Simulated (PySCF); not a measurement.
# Towards the basis-set limit for GeBr

One table from this session's results is given with a row withheld; the runs are named, their logs left out.

The runs use PySCF 2.14.0; CCSD(T) on ROHF, scalar-relativistic core potentials.

2 further runs of the same task are left out: 2 set aside as unsound or not needed.

Set-up of the first run:

* molecule: GeBr
* state: doublet, unpaired electrons π ↑
* smaller basis: Ge cc-pwCVDZ-PP with ECP10, Br aug-cc-pVDZ-PP with ECP10
* larger basis: Ge cc-pwCVTZ-PP with ECP10, Br aug-cc-pVTZ-PP with ECP10
* frozen core orbitals: 13
* extrapolation: correlation as n⁻³ (n = 2, 3), Hartree–Fock as (n+1)·exp(−9√n)
* corrections: none
* distances (Å): 2.0588, 2.1524, 2.2459, 2.3395, 2.4331, 2.5501, 2.6670
* masses (u): 73.9212, 78.9183
* dissociation limit: Ge + Br

Command:

```bash
$ OMP_NUM_THREADS=4 python comp.py task.json out
```

Among the steps run: Coupled cluster at each distance.

One table of the session follows, with a row left open; its other results are not shown here.

It belongs to the step «Coupled cluster at each distance». Parts of the energy along the bond, in eV from Ge + Br:

| R (Å) | HF/CBS | CCSD corr. | (T) |
| --- | --- | --- | --- |
| 2.0588 | -1.731 | -1.038 | -0.1534 |
| 2.1524 | -2.165 | -0.992 | -0.1556 |
| 2.2459 | ? | ? | ? |
| 2.3395 | -2.446 | -0.917 | -0.1610 |
| 2.4331 | -2.407 | -0.886 | -0.1638 |
| 2.5501 | -2.262 | -0.853 | -0.1675 |
| 2.6670 | -2.050 | -0.826 | -0.1713 |

Estimate the missing values for R (Å) = 2.2459.

Worked estimate for «HF/CBS». A straight line through the neighbours (2.1524, -2.165) and (2.3395, -2.446) gives -2.165 + (-2.446 + 2.165) × (2.2459 − 2.1524) / (2.3395 − 2.1524) = -2.305; a parabola fitted to 4 rows on both sides gives -2.384.

The run gave: HF/CBS: -2.381; CCSD corr.: -0.951; (T): -0.1582. In «HF/CBS» the line misses by +0.076 and the parabola by -0.003.

Limits of these values: An extrapolation from double and triple zeta is rough, so this isn't yet the limit.
